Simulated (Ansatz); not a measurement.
**C₄H₂F₄: one species, many methods**

One table from this session's results is given with a row withheld; the runs are named, their logs left out.

Method: functionals in def2-TZVPP, the program's frozen cores in correlated methods; program: Ansatz 0.2.0, Gaussian basis.

Levels to be run: LDA (SPW92), PBE-D4, revPBE-D4, BLYP-D4, r2SCAN-D4, B97M-V, PBE0-D4, B3LYP-D4, r2SCANh-D4, r2SCAN0-D4, HSE06-D4, BHLYP-D4, CAM-B3LYP-D4, LC-ωPBE, ωB97X-V, ωB97M-V, B2PLYP, PBE-QIDH; CCSD(T)/def2-SVP; CCSD(T)/def2-TZVPP; MP2/def2-QZVPP; extrapolation to the limit; RPA on PBE.

## The relaxed structure

An earlier PBE0-D4 in a triple-zeta def2 set relaxation fixed the geometry.

SMILES `FC1=CC(F)(F)C1F`, 10 atoms, charge 0, spin multiplicity 1.

Atoms are counted from 1 here; the program's logs count them from 0.

Bond lengths: F1–C2 1.307 Å, C2–C3 1.332 Å, C2–C7 1.496 Å, C3–C4 1.497 Å, C3–H9 1.080 Å, C4–F5 1.352 Å, C4–F6 1.345 Å, C4–C7 1.559 Å, C7–F8 1.361 Å, C7–H10 1.093 Å. Angles: F1–C2–C3 133.4°, F1–C2–C7 128.7°, C3–C2–C7 97.8°, C2–C3–C4 90.8°, C2–C3–H9 136.1°, C4–C3–H9 133.1°, C3–C4–F5 115.8°, C3–C4–F6 116.4°, C3–C4–C7 88.6°, F5–C4–F6 106.8°, F5–C4–C7 114.9°, F6–C4–C7 113.8°, C2–C7–C4 82.6°, C2–C7–F8 116.4°, C2–C7–H10 116.9°, C4–C7–F8 115.6°, C4–C7–H10 114.3°, F8–C7–H10 109.1°.

Set-up of the first run:

Contents of in.yaml:

```yaml
crystal:
  periodic: [false, false, false]
  atoms:
    - {symbol: F, position_ang: [-1.746566, -0.107660, 1.650298]}
    - {symbol: C, position_ang: [-0.855826, 0.026583, 0.703954]}
    - {symbol: C, position_ang: [-0.783164, 0.793127, -0.382509]}
    - {symbol: C, position_ang: [0.550274, 0.209605, -0.730557]}
    - {symbol: F, position_ang: [0.623685, -0.423298, -1.923278]}
    - {symbol: F, position_ang: [1.603128, 1.043690, -0.667115]}
    - {symbol: C, position_ang: [0.417801, -0.732403, 0.503974]}
    - {symbol: F, position_ang: [1.370015, -0.581269, 1.465279]}
    - {symbol: H, position_ang: [-1.422830, 1.513037, -0.870703]}
    - {symbol: H, position_ang: [0.326782, -1.792512, 0.253557]}
basis:
  gaussian: {orbitals: def2-TZVPP}
hamiltonian: {xc: lda}
output: {orbitals: {seedname: orbitals}}
```

Started as:

```bash
ansatz run in.yaml --threads 8 --pin off --events-out ev --progress --plain --max-ram 18278MiB
```

Among the steps run: LDA; PBE-D4 (GGA); revPBE-D4 (GGA); BLYP-D4 (GGA); r2SCAN-D4 (meta-GGA); B97M-V (meta-GGA); PBE0-D4 (hybrid); B3LYP-D4 (hybrid); r2SCANh-D4 (hybrid); r2SCAN0-D4 (hybrid); HSE06-D4 (hybrid); BHLYP-D4 (hybrid); CAM-B3LYP-D4 (range-separated); LC-ωPBE (range-separated); ωB97X-V (range-separated); ωB97M-V (range-separated); B2PLYP (double hybrid); PBE-QIDH (double hybrid).

One of the session's tables, all rows but one given; the rest of the session is left out.

It belongs to the step «Frontier levels by functional». 

```
  functional  HOMO (eV)  gap (eV)
 LDA (SPW92)      -7.72      5.57
      PBE-D4      -7.48      5.64
   revPBE-D4      -7.39      5.67
     BLYP-D4      -7.35      5.62
   r2SCAN-D4      -7.76      6.12
      B97M-V      -7.80      6.26
     PBE0-D4      -8.82      7.99
    B3LYP-D4      -8.59      7.49
  r2SCANh-D4      -8.26      7.00
  r2SCAN0-D4          ?         ?
    HSE06-D4      -8.41      7.20
    BHLYP-D4      -9.99     10.26
CAM-B3LYP-D4     -10.20     10.50
     LC-ωPBE     -11.55     13.10
     ωB97X-V     -11.15     12.64
     ωB97M-V     -11.06     12.43
```

Q: Estimate the row for r2SCAN0-D4 from the others.

Worked estimate for «HOMO (eV)». Against the share of exact exchange, r2SCAN-D4 (0, -7.76), r2SCANh-D4 (0.1, -8.26) give a slope of -5.00 per unit share; at 0.25 the line stands at -9.01.

As computed: HOMO (eV): -9.00; gap (eV): 8.30. In «HOMO (eV)» the line misses by -0.01.
